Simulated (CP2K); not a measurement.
**GFN1-xTB run of InSiH5O (SMILES O[SiH2][InH2])**

What is the energy difference between two shapes of InSiH5O at GFN1-xTB? 

Program for the calculation: CP2K 2026.2.

2 further runs of the same task are left out: 2 set aside as unsound or not needed.

### Step 1. Starting point

InSiH5O has 8 atoms, charge 0, and is taken as a singlet. As SMILES, `O[SiH2][InH2]`. Geometry: a GFN2-xTB relaxation, a rough one for these elements and not checked as a minimum. This is one conformer, not always the lowest.

Bond lengths: O1–Si2 1.636 Å, Si2–In3 2.589 Å, O1–H4 0.957 Å, Si2–H5 1.479 Å, Si2–H6 1.479 Å, In3–H7 1.781 Å, In3–H8 1.778 Å. Angles: O1–Si2–In3 94.7°, O1–Si2–H5 109.0°, O1–Si2–H6 109.7°, In3–Si2–H5 116.4°, In3–Si2–H6 119.3°, Si2–O1–H4 121.3°, Si2–In3–H7 125.3°, Si2–In3–H8 126.5°, H5–Si2–H6 106.9°, H7–In3–H8 108.0°.

### Step 2. The energy at GFN1-xTB

The input, molecule.inp:

```
&GLOBAL
  PROJECT_NAME molecule
  RUN_TYPE ENERGY
  PRINT_LEVEL MEDIUM
&END GLOBAL
&FORCE_EVAL
  METHOD QUICKSTEP
  &DFT
    &QS
      METHOD XTB
      EPS_DEFAULT 1.0E-10
      &XTB
        GFN_TYPE 1
        CHECK_ATOMIC_CHARGES F
      &END XTB
    &END QS
    &POISSON
      PERIODIC NONE
      POISSON_SOLVER ANALYTIC
    &END POISSON
    # SCF settings
    &SCF
      SCF_GUESS ATOMIC
      EPS_SCF 1.0E-06
      MAX_SCF 80
      ADDED_MOS 2
      &DIAGONALIZATION
        ALGORITHM STANDARD
      &END DIAGONALIZATION
      &MIXING
        METHOD BROYDEN_MIXING
        ALPHA 0.3
        NBUFFER 8
      &END MIXING
      &SMEAR ON
        METHOD FERMI_DIRAC
        ELECTRONIC_TEMPERATURE [K] 300
      &END SMEAR
    &END SCF
    # extra output
    &PRINT
      &MOMENTS
        PERIODIC F
        REFERENCE COM
        MAX_MOMENT 1
      &END MOMENTS
      &MO ON
        ENERGIES T
        OCCUPATION_NUMBERS T
        NDIGITS 6
        &EACH
          QS_SCF 0
        &END EACH
        ADD_LAST NUMERIC
      &END MO
      &HIRSHFELD OFF
      &END HIRSHFELD
    &END PRINT
  &END DFT
  # structure
  &SUBSYS
    &CELL
      ABC 15 14.5 12.7
      PERIODIC NONE
    &END CELL
    &COORD
      O     -1.418240     0.047920    -0.872840
      Si    -0.311910     0.927790    -0.048480
      In     1.148950    -1.112860     0.587570
      H     -2.189540     0.458010    -1.263530
      H      0.299750     1.913240    -0.966990
      H     -0.983650     1.697050     1.021020
      H      2.849900    -1.348980     0.114480
      H      0.604730    -2.582170     1.428770
    &END COORD
    &TOPOLOGY
      &CENTER_COORDINATES
      &END CENTER_COORDINATES
    &END TOPOLOGY
  &END SUBSYS
&END FORCE_EVAL
```

Started as:

```sh
OMP_NUM_THREADS=1 cp2k.psmp -i molecule.inp > molecule.out 2>&1
```

The program printed (excerpt; [...] marks lines left out):

```text
CP2K| version string:                                       CP2K version 2026.2
[...]
 GLOBAL| Method name                                                        CP2K
[...]
 GLOBAL| Run type                                                         ENERGY
[...]
                             - Atoms:                                          8
[...]
                             - Spherical basis functions:                     32
[...]
 Number of electrons:                                                         18
[...]
     1 NoMix/Diag. 0.30E+00    0.0     0.60601440       -10.7407189881 -1.07E+01
[...]
    58 Broy./Diag. 0.30E+00    0.0     0.00000052       -10.8356131811 -7.13E-07
  *** SCF run converged in    58 steps ***
[...]
  Fermi energy:                                                -0.24990051183808
[...]
 TB_DIPOLE| Moment [Debye]         -1.56529811       1.85188408      -0.43145825
 TB_DIPOLE| Derivative [a.u.]       0.00000000       0.00000000       0.00000000
[...]
 ENERGY| Total FORCE_EVAL ( QS ) energy [hartree]            -10.835613181100683
[...]
```

It took 1.2 s on 1 thread of Intel Xeon Platinum 8488C (Sapphire Rapids), shared host; peak memory 0.19 GiB.

### Step 3. The distorted shape

The input, calc.inp:

```
&FORCE_EVAL
  METHOD QS
  &DFT
    &QS
      METHOD XTB
      EPS_DEFAULT 1.0E-10
      &XTB
        GFN_TYPE 1
        CHECK_ATOMIC_CHARGES F
      &END XTB
    &END QS
    &POISSON
      PERIODIC NONE
      POISSON_SOLVER ANALYTIC
    &END POISSON
    # self-consistent field
    &SCF
      SCF_GUESS ATOMIC
      EPS_SCF 1.0E-06
      MAX_SCF 80
      ADDED_MOS 2
      &DIAGONALIZATION
        ALGORITHM STANDARD
      &END DIAGONALIZATION
      &MIXING
        METHOD BROYDEN_MIXING
        ALPHA 0.3
        NBUFFER 8
      &END MIXING
      &SMEAR ON
        METHOD FERMI_DIRAC
        ELECTRONIC_TEMPERATURE [K] 300
      &END SMEAR
    &END SCF
    # extra output
    &PRINT
      &MOMENTS
        PERIODIC F
        REFERENCE COM
        MAX_MOMENT 1
      &END MOMENTS
      &MO ON
        ENERGIES T
        OCCUPATION_NUMBERS T
        NDIGITS 6
        &EACH
          QS_SCF 0
        &END EACH
        ADD_LAST NUMERIC
      &END MO
      &HIRSHFELD OFF
      &END HIRSHFELD
    &END PRINT
  &END DFT
  &SUBSYS
    # box in angstrom
    &CELL
      ABC 15.1 14.5 12.7
      PERIODIC NONE
    &END CELL
    &COORD
      O     -1.478206    -0.024857    -0.853960
      Si    -0.378705     0.948797    -0.038855
      In     1.225466    -1.176375     0.642840
      H     -2.277221     0.372061    -1.253191
      H      0.381025     1.980264    -0.924944
      H     -0.951128     1.678577     0.888899
      H      2.846521    -1.423827     0.114992
      H      0.577427    -2.512017     1.420941
    &END COORD
    &TOPOLOGY
      &CENTER_COORDINATES
      &END CENTER_COORDINATES
    &END TOPOLOGY
  &END SUBSYS
&END FORCE_EVAL

&GLOBAL
  PROJECT_NAME calc
  RUN_TYPE ENERGY
  PRINT_LEVEL MEDIUM
&END GLOBAL
```

Started as:

```sh
OMP_NUM_THREADS=1 cp2k.psmp -i calc.inp -o calc.out
```

The program printed (excerpt; [...] marks lines left out):

```text
CP2K| version string:                                       CP2K version 2026.2
[...]
 GLOBAL| Method name                                                        CP2K
[...]
 GLOBAL| Run type                                                         ENERGY
[...]
                             - Atoms:                                          8
[...]
                             - Spherical basis functions:                     32
[...]
 Number of electrons:                                                         18
[...]
     1 NoMix/Diag. 0.30E+00    0.0     0.62457062       -10.7249576347 -1.07E+01
[...]
    52 Broy./Diag. 0.30E+00    0.0     0.00000040       -10.8177593816  1.64E-06
  *** SCF run converged in    52 steps ***
[...]
  Fermi energy:                                                -0.24605141887316
[...]
 TB_DIPOLE| Moment [Debye]         -1.16366187       1.27480153       0.05761077
 TB_DIPOLE| Derivative [a.u.]       0.00000000       0.00000000       0.00000000
[...]
 ENERGY| Total FORCE_EVAL ( QS ) energy [hartree]            -10.817759381551127
[...]
```

Wall time 1.2 s (1 thread of Intel Xeon Platinum 8488C (Sapphire Rapids), shared host); peak memory 0.19 GiB.

### Step 4. Summary of results

At GFN1-xTB:

```
                                                  quantity         value
                                 first shape: total energy  -10.83561 Eh
    first shape: dipole moment (from atomic charges alone)        2.46 D
                                  first shape: HOMO energy     -10.27 eV
                                  first shape: LUMO energy      -5.90 eV
                                first shape: HOMO–LUMO gap       4.36 eV
                            first shape: dispersion energy  -5.31 kJ/mol
                             distorted shape: total energy  -10.81776 Eh
distorted shape: dipole moment (from atomic charges alone)        1.73 D
                              distorted shape: HOMO energy     -10.06 eV
                              distorted shape: LUMO energy      -5.80 eV
                            distorted shape: HOMO–LUMO gap       4.26 eV
                        distorted shape: dispersion energy  -5.29 kJ/mol
                    energy change with the atoms displaced      0.486 eV
```

In words: With the atoms displaced the energy rises by 0.49 eV (46.9 kJ/mol). The first shape isn't relaxed at this level, so the change isn't measured from a minimum. The dipole (first shape) comes from point charges on the atoms alone, without atomic dipoles, so it is partial. The dipole (distorted shape) comes from point charges on the atoms alone, without atomic dipoles, so it is partial.
